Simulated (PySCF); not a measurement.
# MoOCl₂: triplet, from a trigonal pyramidal start

Aim: relax MoOCl₂ as a triplet from a trigonal pyramidal start, check by its vibrations whether the end is a minimum, and collect its spectrum and constants.

Method: PBE0, basis Mo def2-TZVP with ECP28, O def2-TZVP, Cl def2-TZVP, scalar-relativistic core potentials, no spin–orbit coupling, density fitting; program: PySCF 2.14.0.

## 1. Where the work starts

4 atoms, charge 0, spin multiplicity 3.

Bond lengths: Mo1–O2 1.780 Å, Mo1–Cl3 2.370 Å, Mo1–Cl4 2.370 Å. Angles: O2–Mo1–Cl3 99.8°, O2–Mo1–Cl4 99.8°, Cl3–Mo1–Cl4 99.8°.

```xyz
4
charge 0 multiplicity 3
Mo    0.0000   -0.5606    0.0000
O     1.7800   -0.5538    0.0000
Cl   -0.4071    0.9114   -1.8122
Cl   -0.4071    0.9114    1.8122
```

## 2. The SCF at the typed geometry

The steps below are one call of a driver around PySCF. For each, scf.py gives the equivalent set-up of the SCF; relaxations use the driver's own optimiser. After this first run the driver tries any further starts and a stability analysis.

Contents of scf.py:

```python
from pyscf import gto, scf, dft
mol = gto.M(atom='''
Mo    -0.000000    -0.560600     0.000010
O      1.780010    -0.553780    -0.000000
Cl    -0.407090     0.911430    -1.812240
Cl    -0.407090     0.911420     1.812220''',
    basis={'Mo': 'def2-TZVP', 'O': 'def2-TZVP', 'Cl': 'def2-TZVP'},
    ecp={'Mo': 'def2-TZVP'},
    charge=0, spin=2)
mf = dft.UKS(mol, xc='PBE0')
mf.grids.atom_grid = (50, 194)
aux = {'Mo': 'def2-universal-JKFIT', 'O': 'def2-universal-JKFIT', 'Cl': 'def2-universal-JKFIT'}
mf = mf.density_fit(auxbasis=aux)
mf.conv_tol = 1e-08
mf.diis_space = 10
mf.max_cycle = 60
mf.init_guess = 'minao'
mf.verbose = 4
mf.kernel()
```

The run is started by

```sh
$ OMP_NUM_THREADS=4 python axn.py task.json out
```

The program printed:

```text
init E= -1056.93955708518
[... the frontier-level lines of each cycle are left out ...]
cycle= 1 E= -1063.32128648953  delta_E= -6.38  |g|= 0.751  |ddm|= 2.72
cycle= 2 E= -1058.26529503055  delta_E= 5.06  |g|= 3.06  |ddm|= 1.79
cycle= 3 E= -1063.5164499924  delta_E= -5.25  |g|= 0.343  |ddm|= 1.57
cycle= 4 E= -1063.55520671221  delta_E= -0.0388  |g|= 0.174  |ddm|= 0.387
cycle= 5 E= -1063.56509923577  delta_E= -0.00989  |g|= 0.117  |ddm|= 0.212
cycle= 6 E= -1063.5725520319  delta_E= -0.00745  |g|= 0.0152  |ddm|= 0.0956
cycle= 7 E= -1063.57284821341  delta_E= -0.000296  |g|= 0.013  |ddm|= 0.0266
cycle= 8 E= -1063.5730827678  delta_E= -0.000235  |g|= 0.00732  |ddm|= 0.0226
cycle= 9 E= -1063.5733023237  delta_E= -0.00022  |g|= 0.00395  |ddm|= 0.0385
cycle= 10 E= -1063.57335444231  delta_E= -5.21e-05  |g|= 0.00199  |ddm|= 0.0201
cycle= 11 E= -1063.5733620773  delta_E= -7.63e-06  |g|= 0.000996  |ddm|= 0.0066
cycle= 12 E= -1063.57336372995  delta_E= -1.65e-06  |g|= 0.000319  |ddm|= 0.00359
cycle= 13 E= -1063.57336399622  delta_E= -2.66e-07  |g|= 0.000176  |ddm|= 0.00117
cycle= 14 E= -1063.57336403704  delta_E= -4.08e-08  |g|= 0.000127  |ddm|= 0.000655
cycle= 15 E= -1063.57336408946  delta_E= -5.24e-08  |g|= 4.23e-05  |ddm|= 0.000519
cycle= 16 E= -1063.57336410316  delta_E= -1.37e-08  |g|= 3.23e-05  |ddm|= 0.000299
cycle= 17 E= -1063.57336410798  delta_E= -4.83e-09  |g|= 1.75e-05  |ddm|= 0.000223
Extra cycle  E= -1063.57336410718  delta_E= 8.07e-10  |g|= 5.91e-05  |ddm|= 4.92e-05
converged SCF energy = -1063.57336410718  <S^2> = 2.0553412  2S+1 = 3.03667
```

This step, with its further starts and checks, ran for 26 s (4 threads of Intel Xeon at 2.70GHz, shared host).

The starts that the driver tried:

| start | energy (Eh) |
| --- | --- |
| the minimal-basis guess | -1063.573364 |
| a thermally smeared density | -1063.573364 |
| a smeared PBE density | -1063.573364 |

The test of internal stability and the other starts found no lower solution of this spin.

## 3. Relaxing the triplet from the trigonal pyramidal start

The program finds Cs symmetry in the start, which this walk keeps. The walk stops when the largest gradient is under 0.0003 Eh/bohr and the energy has settled too.

Edit scf.py of step 2 so:

```diff
@@ -3,4 +3,4 @@
-Mo    -0.000000    -0.560600     0.000010
-O      1.780010    -0.553780    -0.000000
-Cl    -0.407090     0.911430    -1.812240
-Cl    -0.407090     0.911420     1.812220''',
+Mo    -0.000001    -0.560597     0.000000
+O      1.780009    -0.553777     0.000001
+Cl    -0.407090     0.911426    -1.812231
+Cl    -0.407092     0.911429     1.812229''',
@@ -17 +16,0 @@
-mf.init_guess = 'minao'
```

The optimiser's trace:

| step | energy (Eh) | change (kJ/mol) | largest symmetric gradient (Eh/bohr) |
| --- | --- | --- | --- |
| 0 | -1063.573364 | 0.00 | 0.12082 |
| 1 | -1063.613999 | -106.69 | 0.04225 |
| 2 | -1063.627188 | -141.31 | 0.04466 |
| 3 | -1063.634036 | -159.29 | 0.03522 |
| 4 | -1063.637447 | -168.25 | 0.00629 |
| 5 | -1063.637920 | -169.49 | 0.01973 |
| 6 | -1063.638524 | -171.08 | 0.00122 |
| 7 | -1063.638563 | -171.18 | 0.00050 |
| 8 | -1063.638564 | -171.18 | 0.00026 |

The walk took 41 s.

Positions (Å) and forces (eV/Å) along the way:

```
step 0
Mo   0.000  -0.561   0.000   6.214   3.792   0.000
O    1.780  -0.554   0.000  -5.594  -1.137   0.000
Cl  -0.407   0.911  -1.812  -0.310  -1.328   0.946
Cl  -0.407   0.911   1.812  -0.310  -1.328  -0.946
step 1
Mo   0.114  -0.413   0.000   0.065   2.173   0.000
O    1.733  -0.626   0.000   0.440  -0.907   0.000
Cl  -0.440   0.874  -1.821  -0.252  -0.633   0.195
Cl  -0.440   0.874   1.821  -0.252  -0.633  -0.195
step 4
Mo   0.298  -0.035   0.000   0.178   0.324   0.000
O    1.741  -0.829   0.000  -0.118  -0.102   0.000
Cl  -0.537   0.787  -1.941  -0.030  -0.111   0.021
Cl  -0.537   0.787   1.941  -0.030  -0.111  -0.021
step 8
Mo   0.360   0.084   0.000   0.013  -0.006   0.000
O    1.702  -0.868   0.000  -0.011   0.002   0.000
Cl  -0.548   0.746  -1.967  -0.001   0.002   0.004
Cl  -0.548   0.746   1.967  -0.001   0.002  -0.004
```

End point (C2v, 8 steps, 171.2 kJ/mol gained): Mo–Cl 2.265 Å (×2), Mo–O 1.646 Å; Cl–Mo–Cl 120.5°, Cl–Mo–O 119.7° (×2).

## 4. Vibrations and properties at this point

The point is checked on the finer grid, and tightened if its gradient asks for it. The Hessian and the dipole derivatives come from central differences of analytic gradients, with steps of 0.02 bohr.

Edit scf.py of step 3 so:

```diff
@@ -3,4 +3,4 @@
-Mo    -0.000001    -0.560597     0.000000
-O      1.780009    -0.553777     0.000001
-Cl    -0.407090     0.911426    -1.812231
-Cl    -0.407092     0.911429     1.812229''',
+Mo     0.234938    -0.168493     0.000000
+O      1.572249    -1.127584     0.000002
+Cl    -0.686053     0.492022    -1.960978
+Cl    -0.686055     0.492025     1.960976''',
@@ -11 +11 @@
-mf.grids.atom_grid = (50, 194)
+mf.grids.atom_grid = (75, 302)
@@ -14 +14 @@
-mf.conv_tol = 1e-08
+mf.conv_tol = 1e-10
```

This SCF starts from the last density.

Log of the central SCF (cycles and frontier levels):

```text
init E= -1063.63865872124
[... the frontier-level lines of each cycle are left out ...]
cycle= 1 E= -1063.63865872119  delta_E= 4.77e-11  |g|= 1.1e-05  |ddm|= 1.28e-05
cycle= 2 E= -1063.63865872101  delta_E= 1.82e-10  |g|= 2.21e-05  |ddm|= 2.49e-05
cycle= 3 E= -1063.63865872125  delta_E= -2.4e-10  |g|= 4.45e-06  |ddm|= 1.65e-05
cycle= 4 E= -1063.63865872126  delta_E= -8.19e-12  |g|= 2.7e-07  |ddm|= 1.96e-06
Extra cycle  E= -1063.63865872126  delta_E=    0  |g|= 3.97e-07  |ddm|= 4.79e-07
converged SCF energy = -1063.63865872126  <S^2> = 2.0218581  2S+1 = 3.0145368
```

The whole step took 2.1 min.

Geometry: C2v; Mo–Cl 2.265 Å (×2), Mo–O 1.646 Å; Cl–Mo–Cl 119.9°, Cl–Mo–O 120.0° (×2).

Modes, for the most abundant isotopes:

```json
{"symmetry": "a1", "ω (cm⁻¹)": "104", "IR (km/mol)": "1.4", "type": "bend"}
{"symmetry": "b1", "ω (cm⁻¹)": "116", "IR (km/mol)": "14.4", "type": "bend"}
{"symmetry": "b2", "ω (cm⁻¹)": "196", "IR (km/mol)": "3.4", "type": "bend"}
{"symmetry": "a1", "ω (cm⁻¹)": "393", "IR (km/mol)": "24.8", "type": "stretch"}
{"symmetry": "b2", "ω (cm⁻¹)": "441", "IR (km/mol)": "129", "type": "stretch"}
{"symmetry": "a1", "ω (cm⁻¹)": "1082", "IR (km/mol)": "191", "type": "stretch"}
```

Every mode is real; the point is a minimum.

Constants and moments:

| Item | Value |
| --- | --- |
| Dipole moment | 0.07 D |
| Highest occupied level | -7.49 eV |
| Lowest empty level | -3.51 eV |
| Rotational constants | 0.143, 0.06268, 0.04358 cm⁻¹ |
| Zero-point energy | 14.0 kJ/mol |
| Principal polarisabilities | 44.7, 64.3, 80.8 bohr³ |
| Atomisation energy without zero-point energy | 1368 kJ/mol |
| Principal traceless quadrupole moments about the centre of mass | -3.52, -2.86, 6.38 D Å |
| Entropy at 298.15 K and 1 bar (electronic part: spin only) | 337.9 J/(mol K) |
| Heat capacity Cp at 298.15 K | 70.4 J/(mol K) |
| Enthalpy at 298.15 K above 0 K | 16.77 kJ/mol |
| Rotational symmetry number | 2 |
| Spin squared ⟨S²⟩ | 2.022 |

Populations by atom (charges in e):

```
 atom  Mulliken  Löwdin  polar tensor  spin (Mulliken)  Mayer order to Mo1
  Mo1      1.27    0.16          1.84             2.09                   –
   O2     -0.49   -0.21         -0.74            -0.16                2.08
Cl3,4     -0.39    0.03         -0.55             0.04                0.99
```

Mulliken populations on Mo1 (outside its core potential): s 2.35, p 6.24, d 4.10, f 0.05.

## 5. Outcome

| quantity | value |
| --- | --- |
| minimum | triplet, C2v |
| geometry | Mo–Cl 2.265 Å (×2), Mo–O 1.646 Å; Cl–Mo–Cl 119.9°, Cl–Mo–O 120.0° (×2) |
| wavenumbers (cm⁻¹) | 104 (a1), 116 (b1), 196 (b2), 393 (a1), 441 (b2), 1082 (a1) |
| dipole moment | 0.07 D |
| highest occupied, lowest empty level (either spin) | -7.49, -3.51 eV |
| polar-tensor charge of Mo1 | +1.84 e |
| zero-point energy | 14.0 kJ/mol |
| entropy at 298.15 K | 337.9 J/(mol K) |
| atomisation energy (no zero-point energy) | 1368 kJ/mol |
| ⟨S²⟩ | 2.022 |

**Reading.** From Cs at the start the molecule goes to a C2v minimum. The strongest infrared band lies at 1082 cm⁻¹ (a1, stretch). Most of the spin sits on Mo1 (Mulliken spin 2.09, against 2 for the whole molecule). Other starts or spin states, not run here, may lie lower. Open d and f shells are described by one determinant, and the ground state may have another occupation or spin.

The search up to here took 3.2 min.
